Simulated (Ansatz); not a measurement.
Crystal: NiMoIrPdW.

```
Ni Mo Pd Ir W
1.0
     2.77085    0.00000    0.00000
    -1.38543    2.39963    0.00000
     0.00000    0.00000   22.01961
Ni Mo Pd Ir W
2 2 2 2 2
Direct
  0.33333 0.66667 0.85081
  0.66667 0.33333 0.14919
  0.66667 0.33333 0.76059
  0.33333 0.66667 0.23941
  0.33333 0.66667 0.05329
  0.66667 0.33333 0.94671
  0.33333 0.66667 0.65827
  0.66667 0.33333 0.34173
  0.33333 0.66667 0.44418
  0.66667 0.33333 0.55582
```

The cell was built by a generator and needn't be a form met in nature.

Below is the output of Ansatz 0.2.0 for this cell. Logs are shortened: lines on timing, memory, paths and dates and some standing lists are left out, and cuts for length are marked.

```text
Warning: md: disabling space-group detection — thermal motion breaks the input geometry's symmetry, so no spatial operation reduces the k-mesh or symmetrises the density; time reversal is kept, so that k and −k are solved as one point where they differ and the mesh holds both, and exact exchange and, on two spinor components, a DFT+U term hold to it where the run has them: on two components no moment then forms, and a state that bears one, which a typed moment (crystal.atoms[].spin; refused beside efield: under a hybrid functional) reaches, can lie lower, under hf by electronvolts; crystal.symmetry.detect: false (a key that needs symmetry detection or time reversal refuses this as the deck is read) with time_reversal: false beside it drops time reversal too
Warning: RAYON_NUM_THREADS=8 ignored (pool sized by the plan → 8); use --threads N
Engine: ansatz 0.2.0, aarch64-unknown-linux-gnu
Pseudopotentials: kind: paw
Pseudopotential: Ni, paw, valence charge 18, recommended cutoff 420 eV (normal), Ni.paw.azcp
Pseudopotential: Mo, paw, valence charge 14, recommended cutoff 420 eV (normal), Mo.paw.azcp
Pseudopotential: Pd, paw, valence charge 18, recommended cutoff 420 eV (normal), Pd.paw.azcp
Pseudopotential: Ir, paw, valence charge 17, recommended cutoff 420 eV (normal), Ir.paw.azcp
Pseudopotential: W, paw, valence charge 14, recommended cutoff 420 eV (normal), W.paw.azcp
Functional definition: PBE
  parameter kappa = 0.804
  parameter beta = 0.06672455060314922
  exchange = pbe_x(kappa = kappa, mu = beta*pi^2/3)
  correlation = pbe_c(beta = beta)
Crystal: 10 atoms, lattice volume = 146.409 Å³
Basis set: ecut = 420 eV, 2881 PW (Γ), exchange–correlation on 40×40×300 points (8 copies of the dense FFT grid, shifted against one another)
Bands: 101, of which v1, the nominal top of the filled ones, is band 81 counted from 1 (80 counted from 0)
Symmetry: 1 space group operations
k-points: 13 of 25 (time reversal used)
Non-local potential: Ni, projectors of the file, l = 0: 3, l = 1: 2, l = 2: 3, l = 3: 1
Non-local potential: Mo, projectors of the file, l = 0: 3, l = 1: 2, l = 2: 2, l = 3: 1
Non-local potential: Pd, projectors of the file, l = 0: 2, l = 1: 2, l = 2: 2, l = 3: 1
Non-local potential: Ir, projectors of the file, l = 0: 3, l = 1: 2, l = 2: 2, l = 3: 1
Non-local potential: W, projectors of the file, l = 0: 3, l = 1: 2, l = 2: 2, l = 3: 1
PAW form: soft (Blöchl's): semilocal exchange-correlation on the pseudo side does not see the compensation charge
PAW one-centre angular grid: Ni, 590 points (default); XC on 64 Gauss nodes
PAW one-centre angular grid: Mo, 590 points (default); XC on 64 Gauss nodes
PAW one-centre angular grid: Pd, 590 points (default); XC on 64 Gauss nodes
PAW one-centre angular grid: Ir, 590 points (default); XC on 64 Gauss nodes
PAW one-centre angular grid: W, 590 points (default); XC on 64 Gauss nodes
Initial density: superposition of atomic densities (chi_scale 0.1, normalization cell)
[... 299 lines left out ...]
SCF 21 converged in 16 iterations: F = -80177.155053 eV  dr2 = 2.99e-9
md step    20: t =    20.00 fs  T =   196.2 K  F+E_penalty+E_count = -80177.15505329 eV  E_kin = 0.228261 eV  conserved = -80176.92679203 eV  (16 SCF iters)
SCF converged after 16 iterations
Magnetization: 0.0000 μB (81.0000 up, 81.0000 down)
Absolute magnetization: 0.0000 μB (∫|ρ↑−ρ↓|, with the PAW one-centre terms)
Spin contamination: 0.0000 ħ² per cell (⟨S²⟩ above its minimum at these occupations)
Per-site moments (μB) at R_I (Å): [(5.356943177689427e-7, 1.0573784087920626), (6.714156093752861e-8, 1.0362754116715192), (-3.7266249452284996e-8, 1.0626990415618338), (5.651327275152425e-11, 1.0362754116715192), (7.59592058839964e-9, 1.0555856425870085), (9.274897927741586e-8, 1.0573784087920626), (2.991791913229821e-7, 1.1137428921874752), (1.3917143453335085e-7, 1.1234541767595483), (2.0155939622095734e-8, 1.1394655763936754), (6.089415651812575e-8, 1.1346485507318715)]
Free energy (F): -80177.155053 eV
Harris-Foulkes:  -80177.155053 eV  (|F-HF|=2.95e-9)
Internal energy: -80177.060392 eV  (E = F + TS)
E sigma→0 (E₀):  -80177.107723 eV
Entropy (-TS):   -0.094661 eV (-9.466 meV/atom)
Fermi energy:    20.857100 eV
--- Per-component energies (eV) ---
  E_band       = -1339.146248
  E_kinetic    = 4619.330351
  E_local      = -21432.638788  (includes V_loc(G=0)·N_el)
  E_nonlocal   = 2141.485456
  E_hartree    = 9113.362973
  E_xc         = -1942.707068
  E_vxc        = -2176.396444  (∫ρ·V_xc dr)
  E_paw        = -52737.707182  (= ΣΔE_a)
  E_vpaw       = -2717.658339  (= ΣTr[D̂ρ^β])
  E_aug_tail   = 0.001455  (compensation charges beyond the density's cutoff)
  E_ewald      = -19938.187589
  E_smearing   = -0.094661  (= −TS)
  E_closure    = 0.000000  (closes the sum)
  Σ components = -80177.155053   (vs F -80177.155053, Δ=0.00e0)
--- Forces (eV/Å), atoms counted from 1 ---
  atom   1  Ni     0.07715537     0.16523214    -0.75881924
  atom   2  Ni    -0.23717903     0.29040213     0.49440539
  atom   3  Mo    -0.07220700    -0.21040222     1.01307977
  atom   4  Mo     0.22587517    -0.35962914    -0.42048053
  atom   5  Pd     0.08494940    -0.08224158    -0.66051905
  atom   6  Pd    -0.03432091    -0.02802146     0.68466459
  atom   7  Ir     0.13855648     0.16230240    -0.55678397
  atom   8  Ir    -0.04333180     0.11180513     0.16253265
  atom   9  W     -0.00363405     0.03187019     0.24526975
  atom  10  W     -0.13586375    -0.08131715    -0.20333579
  max |Σ_I F_I| component: 1.36e-5 eV/Å
--- MD trajectory: 20 steps, t = 0.0 → 20.0 fs ---
  final state: T = 196.2 K   F+E_penalty+E_count = -80177.15505329 eV   E_kin = 0.228261 eV
  conserved energy: peak-to-peak 5.158e-5 eV (5.158e-6 eV/atom) over 20.0 fs
```

Problem. Write the input and the command behind it.

Solution. Molecular dynamics with PBE, collinear spin, ferromagnetic start. The files as run (others can give the same):

input.yaml
```yaml
crystal:
  lattice:
    - [2.77085, 0.0, 0.0]
    - [-1.38543, 2.39963, 0.0]
    - [0.0, 0.0, 22.01961]
  atoms:
    - { symbol: Ni, position: [0.33333, 0.66667, 0.85081], spin: 1.0 }
    - { symbol: Ni, position: [0.66667, 0.33333, 0.14919], spin: 1.0 }
    - { symbol: Mo, position: [0.66667, 0.33333, 0.76059], spin: 1.0 }
    - { symbol: Mo, position: [0.33333, 0.66667, 0.23941], spin: 1.0 }
    - { symbol: Pd, position: [0.33333, 0.66667, 0.05329] }
    - { symbol: Pd, position: [0.66667, 0.33333, 0.94671] }
    - { symbol: Ir, position: [0.33333, 0.66667, 0.65827], spin: 0.6 }
    - { symbol: Ir, position: [0.66667, 0.33333, 0.34173], spin: 0.6 }
    - { symbol: W, position: [0.33333, 0.66667, 0.44418] }
    - { symbol: W, position: [0.66667, 0.33333, 0.55582] }
hamiltonian:
  xc: pbe
  pseudopotentials: { kind: paw }
magnetization:
  spin_polarized: true
kpoints:
  mp_grid: { grid: [5, 5, 1] }
scf:
  occupations: { method: fermi_dirac, width: 0.05 }
md:
  timestep: 1.0
  n_steps: 20
  ensemble: nve
  temperature: 300
  initial_velocities: maxwell_boltzmann
  seed: 1500
```

Potentials or basis: Ansatz PAW.
The run is started by
```console
$ ansatz run input.yaml --threads 8 --pin off --max-ram 20480MiB --backend cpu --events-out ev --progress --plain --runs-dir out
```

Caveat: the k mesh is coarse (spacing up to 0.52 Å⁻¹), so the values aren't converged; the starting moments weren't kept.
